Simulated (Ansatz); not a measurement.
**CH9BSi2: one species, many methods**

Aim: compute CH9BSi2 with functionals from several rungs and with coupled cluster, and see how far each lands from CCSD(T) at the basis-set limit for the atomisation energy.

Computed with Ansatz 0.2.0, Gaussian basis. Level: functionals in def2-TZVPP, the program's frozen cores in correlated methods.

The runs, in order: LDA (SPW92), PBE-D4, revPBE-D4, BLYP-D4, r2SCAN-D4, B97M-V, PBE0-D4, B3LYP-D4, r2SCANh-D4, r2SCAN0-D4, HSE06-D4, BHLYP-D4, CAM-B3LYP-D4, LC-ωPBE, ωB97X-V, ωB97M-V, B2PLYP, PBE-QIDH; CCSD(T)/def2-SVP; CCSD(T)/def2-TZVPP; MP2/def2-QZVPP; extrapolation to the limit; RPA on PBE.

### 1 The relaxed structure

The geometry comes from an earlier relaxation with PBE0-D4 in a triple-zeta def2 set; it is a stationary point, not always the lowest conformer.

SMILES `BC[SiH2][SiH3]`, 13 atoms, charge 0, spin multiplicity 1.

Atoms are counted from 1 here; the program's logs count them from 0.

Bond lengths: B1–C2 1.530 Å, B1–H5 1.199 Å, B1–H6 1.198 Å, C2–Si3 1.908 Å, C2–H7 1.093 Å, C2–H8 1.093 Å, Si3–Si4 2.343 Å, Si3–H9 1.489 Å, Si3–H10 1.488 Å, Si4–H11 1.488 Å, Si4–H12 1.488 Å, Si4–H13 1.488 Å. Angles: C2–B1–H5 120.3°, C2–B1–H6 121.0°, H5–B1–H6 118.5°, B1–C2–Si3 104.1°, B1–C2–H7 115.1°, B1–C2–H8 116.1°, Si3–C2–H7 104.5°, Si3–C2–H8 104.5°, H7–C2–H8 110.9°, C2–Si3–Si4 112.7°, C2–Si3–H9 108.0°, C2–Si3–H10 109.7°, Si4–Si3–H9 109.2°, Si4–Si3–H10 109.1°, H9–Si3–H10 108.1°, Si3–Si4–H11 110.3°, Si3–Si4–H12 110.0°, Si3–Si4–H13 110.6° and more.

### 2 LDA

This LDA is Slater exchange with PW92 correlation.

Contents of in.yaml:

```yaml
crystal:
  periodic: [false, false, false]
  atoms:
    - {symbol: B, position_ang: [-1.568717, 0.479482, 0.879063]}
    - {symbol: C, position_ang: [-0.672210, -0.702585, 1.252972]}
    - {symbol: Si, position_ang: [0.998511, -0.297111, 0.425441]}
    - {symbol: Si, position_ang: [0.766252, 0.331341, -1.819216]}
    - {symbol: H, position_ang: [-2.205011, 0.457606, -0.136843]}
    - {symbol: H, position_ang: [-1.584665, 1.476666, 1.542858]}
    - {symbol: H, position_ang: [-0.965442, -1.662928, 0.820311]}
    - {symbol: H, position_ang: [-0.434079, -0.809563, 2.314433]}
    - {symbol: H, position_ang: [1.857499, -1.510654, 0.506964]}
    - {symbol: H, position_ang: [1.675717, 0.798622, 1.170269]}
    - {symbol: H, position_ang: [-0.005232, -0.699051, -2.565990]}
    - {symbol: H, position_ang: [2.107277, 0.472225, -2.448949]}
    - {symbol: H, position_ang: [0.050601, 1.631251, -1.926514]}
basis:
  gaussian: {orbitals: def2-TZVPP}
hamiltonian: {xc: lda}
output: {orbitals: {seedname: orbitals}}
```

Command:

```sh
$ ansatz run in.yaml --threads 4 --pin off --events-out ev --progress --plain --max-ram 10444MiB
```

Further steps of the session: PBE-D4 (GGA); revPBE-D4 (GGA); BLYP-D4 (GGA); r2SCAN-D4 (meta-GGA); B97M-V (meta-GGA); PBE0-D4 (hybrid); B3LYP-D4 (hybrid); r2SCANh-D4 (hybrid); r2SCAN0-D4 (hybrid); HSE06-D4 (hybrid); BHLYP-D4 (hybrid); CAM-B3LYP-D4 (range-separated); LC-ωPBE (range-separated); ωB97X-V (range-separated); ωB97M-V (range-separated); B2PLYP (double hybrid); PBE-QIDH (double hybrid); CCSD(T) in def2-SVP; CCSD(T) in def2-TZVPP; MP2 in def2-QZVPP; RPA on PBE orbitals.

**Question.** What will the summary of the whole plan be? Wanted: atomisation energy, CCSD(T)/CBS; farthest beyond LDA; mean size of error, GGA; mean size of error, meta-GGA; mean size of error, hybrid; mean size of error, range-separated; mean size of error, double hybrid; gap, smallest and largest; T1 diagnostic.

As calculated:

| quantity | value |
| --- | --- |
| atomisation energy, CCSD(T)/CBS | 4237.1 kJ/mol |
| functionals within 21.2 kJ/mol (0.5 %) | PBE-D4, r2SCAN-D4, PBE0-D4, B3LYP-D4, r2SCANh-D4, r2SCAN0-D4, HSE06-D4, ωB97M-V |
| farthest beyond LDA | revPBE-D4 (-62.7 kJ/mol) |
| mean size of error, GGA | 33.6 kJ/mol |
| mean size of error, meta-GGA | 26.6 kJ/mol |
| mean size of error, hybrid | 11.9 kJ/mol |
| mean size of error, range-separated | 26.3 kJ/mol |
| mean size of error, double hybrid | 33.7 kJ/mol |
| gap, smallest and largest | 4.53 eV (LDA (SPW92)), 11.63 eV (LC-ωPBE) |
| T1 diagnostic | 0.0123 |
| triples share of the correlation energy | 3.5 % |

In words: The LDA atomisation energy is off by 449.6 kJ/mol (11 %): it overbinds. PBE-D4 is off by -2.7 kJ/mol. Double hybrids carry the basis error of their MP2 part in triple zeta, and no dispersion term here, so their miss is partly the set-up's. Taken by rung, hybrid functionals do best (11.9 kJ/mol on average) and double hybrid ones worst beyond LDA (33.7 kJ/mol). GGA functionals lie within the reference's doubt of that worst mean (33.6 kJ/mol), so those two tie. The reference freezes the cores and leaves out relativity and excitations past (T), so misses under about 21.2 kJ/mol can't be ranked. Hartree-Fock recovers 78 % of the binding; the rest is correlation. CCSD(T) in def2-SVP is off by -219.3 kJ/mol, which most functionals beat. The gap grows from 4.5 to 11.6 eV across the functionals, mostly with the share of exact exchange.
